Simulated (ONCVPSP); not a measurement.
# Pseudopotential generation for Ge: ONCV, PBE

Aim: build the potential from the settings below, then test how well it stands in for the atom: other configurations, scattering, ghost states and the plane-wave cutoff that it needs.

The numbers are computed with ONCVPSP 4.0.1.1 (patched build) (PBE, scalar-relativistic, spin-unpolarised reference atom).

**1. Starting point**

The settings as typed:

```
element                 : germanium (Ge, Z = 32)
type                    : optimised norm-conserving Vanderbilt (ONCV)
frozen core             : [Ar]
valence charge          : 14
reference configuration : 3d10 4s1.75 4p2.25
partial waves           : 4s: rc 1.70 bohr, ncon 5, nbas 9, qcut 3.3 1/bohr, 2 projectors, debl 2.3 Ha; 4p: rc 1.55 bohr, ncon 3, nbas 7, qcut 5.5 1/bohr, 1 projector; 3d: rc 0.70 bohr, ncon 4, nbas 9, qcut 21.2 1/bohr, 2 projectors, debl 1.3 Ha
local potential         : polynomial inside 0.45 bohr (lpopt 5, dvloc0 -1 Ha)
core correction         : Teter function, fcfact 3.5, rcfact 1.4
```

The nodes and maxima of the atom's own shells, from an earlier all-electron run, set the scale for the radii.

All-electron outer shells of the reference configuration (PBE, scalar-relativistic, ld1.x):

```tsv
shell	level (eV)	outermost node (bohr)	outermost maximum (bohr)
3s	-168.95	0.26	0.54
3p	-116.08	0.23	0.54
3d	-29.76	–	0.50
4s	-11.98	0.77	1.73
4p	-4.07	0.82	2.19
```

**2. The generation run**

File Ge.dat:

```
# ATOM AND REFERENCE CONFIGURATION
# atsym  z   nc   nv     iexc    psfile
  Ge 32.00    5    3        4      upf
#
#   n    l    f
    1    0    2.00
    2    0    2.00
    2    1    6.00
    3    0    2.00
    3    1    6.00
    3    2   10.00
    4    0    1.75
    4    1    2.25
#
# PSEUDOPOTENTIAL AND OPTIMIZATION
# lmax
    2
#
#   l,   rc,      ep,       ncon, nbas, qcut
    0    1.70    0.00    5    9    3.30
    1    1.55    0.00    3    7    5.50
    2    0.70    0.00    4    9   21.20
#
# LOCAL POTENTIAL
# lloc, lpopt,  rc(5),   dvloc0
    4    5    0.45   -1.00
#
# VANDERBILT-KLEINMAN-BYLANDER PROJECTORs
# l, nproj, debl
    0    2    2.30
    1    1    1.80
    2    2    1.30
#
# MODEL CORE CHARGE
# icmod, fcfact, rcfact
    3    3.50    1.40
#
# LOG DERIVATIVE ANALYSIS
# epsh1, epsh2, depsh
   -3.00    5.00    0.02
#
# OUTPUT GRID
# rlmax, drl
    6.00    0.01
#
# TEST CONFIGURATIONS
# ncnf
    4
# nvcnf
#   n    l    f
    3
    3    2   10.00
    4    0    2.00
    4    1    2.00
#
    3
    3    2   10.00
    4    0    2.00
    4    1    1.00
#
    3
    3    2   10.00
    4    0    2.00
    4    1    0.00
#
    3
    3    2   10.00
    4    0    1.00
    4    1    3.00
#
```

Command:

```
oncvpsp.x < Ge.dat > Ge.out
```

**Question.** What will these runs give? Wanted: cutoffs for 1 and 0.1 mHa per electron, occupied waves; bound ghosts; GHOST(+) flags; largest test error; largest phase difference near zero energy, channels read; rms error of d²Exc/dn², without and with the model core.

As calculated:

```
                                                quantity                             value
  cutoffs for 1 and 0.1 mHa per electron, occupied waves                 182 Ha and 204 Ha
                                            bound ghosts  s at -609.00 eV, p at -269.38 eV
                                          GHOST(+) flags                       s at 127 eV
                            largest test error (AE − PS)        -5.3 meV, for 3d10 4s2 4p0
largest phase difference near zero energy, channels read                         0.013 rad
 rms error of d²Exc/dn², without and with the model core                 6.90 and 2.48 mHa
```

**Reading.** A bound ghost (s, p) makes it unfit for use: electrons can fall into a state that the atom doesn't have. By total energies transferability is good: the largest error is 5.3 meV on 20.9 eV, for 3d10 4s2 4p0. Atomic tests can pass in spite of a ghost, since they solve only for the levels asked. It counts as very hard, with 182 Ha needed at the looser tolerance. At the looser tolerance the 3d wave is the slowest; 4s needs 27 Ha. Near zero energy the phases of the channels with partial waves agree within 0.013 rad. The program also flags highly localised states, GHOST(+) (s).
